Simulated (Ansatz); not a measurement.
Na3Ca and its elements, a formation energy from the elements

Program: Ansatz 0.2.0 through its Python package.

Script `formation_na3ca.py`:
```python
'''Formation energy of Na3Ca from the elements, after relaxing cells and atoms.'''

from collections import Counter
import csv

import ansatz as az
import numpy as np

PHASES = {
    'Na3Ca': (
        [(0.0, 4.23512, 4.23512), (4.23512, 0.0, 4.23512), (4.23512, 4.23512, 0.0)],
        [
            ('Na', (0.25, 0.25, 0.25)),
            ('Na', (0.75, 0.75, 0.75)),
            ('Na', (0.5, 0.5, 0.5)),
            ('Ca', (0.0, 0.0, 0.0)),
        ],
    ),
    'Na': (
        [(-2.141, 2.141, 2.141), (2.141, -2.141, 2.141), (2.141, 2.141, -2.141)],
        [
            ('Na', (0.0, 0.0, 0.0)),
        ],
    ),
    'Ca': (
        [(0.0, 2.7942, 2.7942), (2.7942, 0.0, 2.7942), (2.7942, 2.7942, 0.0)],
        [
            ('Ca', (0.0, 0.0, 0.0)),
        ],
    ),
}


def build(vectors, sites):
    crystal = az.Crystal(lattice=az.Lattice.of(vectors))
    for symbol, position in sites:
        crystal = crystal.atom(symbol, position)
    return crystal


def run_phase(name, crystal):
    calc = crystal.calculation()
    calc = calc.functional('r2SCAN')
    calc = calc.basis(24 * az.Ha)
    calc = calc.scf(max_iterations=100)
    calc = calc.kpoints(spacing=0.14)
    calc = calc.occupations('fermi_dirac', width=0.1)
    calc = calc.stress()
    calc = calc.relax(force_tolerance=0.03, max_steps=30, cell=True)
    return calc.run(threads=1)


def counts(outcome):
    return Counter(site.symbol for site in outcome.lattice.sites)

def formation_energy(outcome, mu):
    n = counts(outcome)
    return (outcome.report['energy_sigma0_ev'] - sum(k * mu[element] for element, k in n.items())) / sum(n.values())


def volume_per_atom(outcome):
    return abs(np.linalg.det(outcome.lattice.cell_ang)) / len(outcome.lattice.sites)

phases = {name: build(*cell) for name, cell in PHASES.items()}

done = {name: run_phase(name, crystal) for name, crystal in phases.items()}

# energy of one atom in its reference phase
references = {'Na': 'Na', 'Ca': 'Ca'}
mu = {element: done[name].report['energy_sigma0_ev'] / len(done[name].lattice.sites) for element, name in references.items()}

target = done['Na3Ca']
heat = formation_energy(target, mu)
rows = [(name, len(o.lattice.sites), volume_per_atom(o), formation_energy(o, mu)) for name, o in done.items()]
with open('formation.csv', 'w', newline='') as handle:
    writer = csv.writer(handle)
    writer.writerow(['phase', 'atoms', 'V (A^3/atom)', 'E_form (eV/atom)'])
    writer.writerows([round(v, 4) if isinstance(v, float) else v for v in row] for row in rows)
print(open('formation.csv').read())
```

```console
$ python formation_na3ca.py
phase,atoms,V (A^3/atom),E_form (eV/atom)
Na3Ca,4,39.0389,0.0844
Na,1,37.6735,0.0
Ca,1,43.164,0.0
```

What to keep in mind:
- The cells come from databases of deposited and of computed structures, and not all need be stable phases.
- The compound is the structure given, not necessarily its lowest; energies are at zero temperature, with no correction for gases. A semilocal functional's error on such energies is often 0.05 to 0.1 eV an atom, and 0.1 to 0.3 eV against gases such as O2 or F2.
- The whole script took 2.6 min on 1 thread of Intel(R) Xeon(R) Platinum 8259CL CPU @ 2.50GHz (Skylake/Cascade Lake), on a shared host, peak memory 1.3 GiB.
